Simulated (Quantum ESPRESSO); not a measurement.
Here is a Quantum ESPRESSO 7.5 calculation.

pw.in

```
&CONTROL
  calculation = 'scf'
  prefix = 'pwscf'
  outdir = './tmp'
  pseudo_dir = './pseudo'
  tprnfor = .true.
  tstress = .true.
  disk_io = 'nowf'
/
&SYSTEM
  ibrav = 0
  nat = 2
  ntyp = 1
  ecutwfc = 78
  nbnd = 21
  occupations = 'smearing'
  smearing = 'gaussian'
  degauss = 0.00073499
/
&ELECTRONS
  conv_thr = 4d-10
  electron_maxstep = 120
  mixing_beta = 0.5
/
ATOMIC_SPECIES
Ge    72.6300 Ge.upf
CELL_PARAMETERS angstrom
   0.0000000000    2.8406250000    2.7753750000
   2.8406250000    0.0000000000    2.7753750000
   2.8406250000    2.8406250000    0.0000000000
ATOMIC_POSITIONS crystal
Ge     0.0000000000    0.0000000000    0.0000000000
Ge     0.2500000000    0.2500000000    0.2500000000
K_POINTS automatic
10 10 10 0 0 0
```

Potentials or basis: PseudoDojo 0.4.1 SR LDA standard.

The run is started by

```sh
$ OMP_NUM_THREADS=1 pw.x -in pw.in > pw.out
```

Question: Estimate the pressure.

Answer: -0.7 GPa.

Question: Estimate the band gap on the k mesh.

Answer: 0.13 eV, indirect (least direct gap 0.18 eV).

Stress tensor (GPa, compression positive):
```
-1.22  0.00  0.00
 0.00 -1.22  0.00
 0.00  0.00  0.41
```

A k mesh can miss the band edges. A hybrid or GW would open this gap; LDA tends to underestimate it.
